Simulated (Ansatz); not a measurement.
# Cl2FGeH5Si: the cost of one run

All numbers below are computed with Ansatz 0.2.0 (RHF/def2-SVP).

### 1 The system as given

Bond lengths: Ge1–F2 2.030 Å, Ge1–Cl3 2.220 Å, Ge1–H4 1.549 Å, Ge1–Cl5 2.218 Å, Ge1–Si6 2.610 Å, Si6–H7 1.460 Å, Si6–H8 1.460 Å, Si6–H9 1.460 Å. Angles (14 of 16 angles, heavy atoms first): F2–Ge1–Cl3 109.5°, F2–Ge1–Cl5 109.5°, F2–Ge1–Si6 71.6°, Cl3–Ge1–Cl5 109.5°, Cl3–Ge1–Si6 67.2°, Cl5–Ge1–Si6 72.8°, F2–Ge1–H4 109.5°, Cl3–Ge1–H4 109.5°, H4–Ge1–Cl5 109.5°, H4–Ge1–Si6 176.6°, Ge1–Si6–H7 109.5°, Ge1–Si6–H8 109.5°, Ge1–Si6–H9 109.5°, H7–Si6–H8 109.4°.

As a file:

```xyz
10

Ge    0.0000    0.0000    0.0000
F     0.0000    0.0000    2.0300
Cl    2.0935    0.0000   -0.7393
H    -0.7300    1.2648   -0.5162
Cl   -1.0456   -1.8115   -0.7393
Si    1.3622   -2.0686    0.8230
H     0.5435   -3.2713    0.7008
H     2.5654   -2.2150    0.0091
H     1.7408   -1.8783    2.2202
H     0.6558   -0.9959    1.9472
```

### 2 Pulling towards end A

Springs on the bonds that form and break draw the guess towards this end; the thresholds are loose.

The input, input.yaml:

```yaml
crystal:
  periodic: [false, false, false]
  atoms:
    - { symbol: Ge, position_ang: [0.0, 0.0, 0.0] }
    - { symbol: F, position_ang: [0.0, 0.0, 2.03] }
    - { symbol: Cl, position_ang: [2.0935, 0.0, -0.7393] }
    - { symbol: H, position_ang: [-0.73, 1.2648, -0.5162] }
    - { symbol: Cl, position_ang: [-1.0456, -1.8115, -0.7393] }
    - { symbol: Si, position_ang: [1.3622, -2.0686, 0.823] }
    - { symbol: H, position_ang: [0.5435, -3.2713, 0.7008] }
    - { symbol: H, position_ang: [2.5654, -2.215, 0.0091] }
    - { symbol: H, position_ang: [1.7408, -1.8783, 2.2202] }
    - { symbol: H, position_ang: [0.6558, -0.9959, 1.9472] }
basis:
  gaussian: { orbitals: def2-SVP }
hamiltonian:
  xc: hf
relax:
  f_tol: 0.15
  max_steps: 25
  restrain:
    - { distance: [0, 5], at: 3.51, k: 30.0 }
    - { distance: [9, 1], at: 2.12, k: 30.0 }
    - { distance: [0, 1], at: 1.68, k: 30.0 }
    - { distance: [9, 5], at: 1.46, k: 30.0 }
output:
  orbitals: {}
```

On the command line:

```
$ ansatz run input.yaml --threads 2 --pin off --max-ram 3072MiB --backend cpu --events-out ev --progress --plain --runs-dir out
```

**Question.** How long does this run take on 2 threads of Arm Neoverse V1, shared host, and how much memory does it need?

About 33 s, with a peak of 0.33 GiB.
